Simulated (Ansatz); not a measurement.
# CH4AlNO: the cost of one run

Program: Ansatz 0.2.0, driven from Python. Level of theory: B3LYP/def2-SVP. These are calculated values, not measurements.

**1. Starting point**

Bond lengths: N1–C2 1.227 Å, C2–Al3 1.965 Å, Al3–O4 1.762 Å, N1–H5 1.040 Å, C2–H6 1.101 Å, Al3–H7 1.655 Å, O4–H8 0.989 Å. Angles: N1–C2–Al3 119.5°, N1–C2–H6 120.6°, Al3–C2–H6 119.9°, C2–N1–H5 125.6°, C2–Al3–O4 123.2°, C2–Al3–H7 118.8°, O4–Al3–H7 117.9°, Al3–O4–H8 105.8°.

No structure file is read: the coordinates are typed or built in the script.

**2. The script**

The input, ch4alno.py:

```python
import ansatz
import numpy as np

BASIS_SET = "def2-SVP"
XC = "B3LYP"

GEOMETRY = """
N    -1.19520    1.38750    0.31140
C     0.01890    1.24910    0.19760
Al    0.75020   -0.50410   -0.30610
O    -0.25630   -1.91670   -0.61900
H    -1.90900    0.65900    0.11050
H     0.69860    2.09450    0.38430
H     2.39220   -0.68670   -0.39730
H    -0.40720   -2.33970    0.26270
"""


def main() -> None:
    mol = ansatz.Crystal.molecule()
    for line in GEOMETRY.strip().splitlines():
        symbol, *xyz = line.split()
        mol = mol.atom(symbol, [float(v) for v in xyz])

    symbols = [site.symbol for site in mol.cartesian_sites]
    start = np.array([site.position_ang for site in mol.cartesian_sites])
    axis = (start[0] - start[1]) / np.linalg.norm(start[0] - start[1])
    moving = [0, 4]
    lengths, energies = [1.08, 1.129, 1.178, 1.227, 1.276, 1.325, 1.375, 1.448], []
    for length in lengths:
        xyz = start.copy()
        xyz[moving] += (length - np.linalg.norm(start[0] - start[1])) * axis
        point = ansatz.Crystal.molecule()
        for symbol, xyz in zip(symbols, xyz):
            point = point.atom(symbol, xyz.tolist())
        base = point.calculation()
        base = base.basis(gaussian=BASIS_SET)
        base = base.functional(XC)
        r = base.run(threads=1).report
        energies.append(r["free_energy_ev"])
        print(f"r = {length:6.3f} A  E = {energies[-1]:.5f} eV  <S^2> = {abs(r['mean_field']['state']['spin_squared']):.3f}")

    fit = np.polynomial.Polynomial.fit(lengths, np.array(energies) - min(energies), 4).convert()
    roots = [r.real for r in fit.deriv().roots() if abs(r.imag) < 1e-9 and fit.deriv(2)(r.real) > 0]
    r_e = min(roots, key=lambda r: abs(r - lengths[int(np.argmin(energies))]))
    print(f"minimum of the fit at {r_e:.4f} A, force constant {fit.deriv(2)(r_e):.2f} eV/A^2")


if __name__ == "__main__":
    main()
```

**3. Running it**

Launch:

```
$ python ch4alno.py
```

Q: Estimate wall time and peak memory on 1 thread of AMD EPYC 9R45 (Zen 5), shared host.

About 7.3 s, with a peak of 0.23 GiB.
